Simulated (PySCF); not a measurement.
# InB⁺ at other levels of theory

What do other methods print for InB⁺?

Method: each script names its method and basis; program: PySCF 2.14.0.

4 further runs of the same task are left out: 2 for a known fault of the program, 2 that didn't finish.

**1. Where the work starts**

InB⁺: 2 atoms, charge 1, spin multiplicity 2.

Bond lengths: In1–B2 2.190 Å.

**2. The base run**

The input, input.py:

```python
from pyscf import gto, scf

mol = gto.M(
    atom='In 0 0 0; B 0 0 2.19',
    basis='def2-svp',
    ecp={'In': 'def2-svp'},
    charge=1,
    spin=1,
    verbose=4,
)
mf = scf.ROHF(mol)
mf.kernel()
mf.mulliken_pop()
mf.dip_moment()
print('orbital energies (hartree):', mf.mo_energy[..., max(0, mol.nelec[1]-3):mol.nelec[0]+3].round(4))
```

Command:

```console
$ OMP_NUM_THREADS=1 python input.py
```

**3. SCF alone**

Variant 1 changes step after the SCF: analyze → none.

input.py, as its differences from that of step 2:

```diff
@@ -12,3 +12,2 @@
 mf.kernel()
-mf.mulliken_pop()
 mf.dip_moment()
```

**4. R2scan (ROKS)**

Variant 2 changes functional: none (Hartree–Fock) → r2scan; SCF type: ROHF → ROKS.

input.py, as its differences from that of step 2:

```diff
@@ -1,2 +1,2 @@
-from pyscf import gto, scf
+from pyscf import gto, dft
 
@@ -10,3 +10,3 @@
 )
-mf = scf.ROHF(mol)
+mf = dft.ROKS(mol, xc='r2scan')
 mf.kernel()
```

**Question.** What will these runs give? Wanted: for each run, E(SCF); from base.

As calculated:

| run | E(SCF) (hartree) | from base (eV) | cycles |
| --- | --- | --- | --- |
| base | -213.475153 | 0 | 12 |
| SCF alone | -213.475153 | 0.0000 | 12 |
| r2scan (ROKS) | -214.558612 | not comparable | 14 |

A lower total energy from another functional means nothing by itself. The dearest run is “r2scan (ROKS)”, at 4 s against 0.68 s.
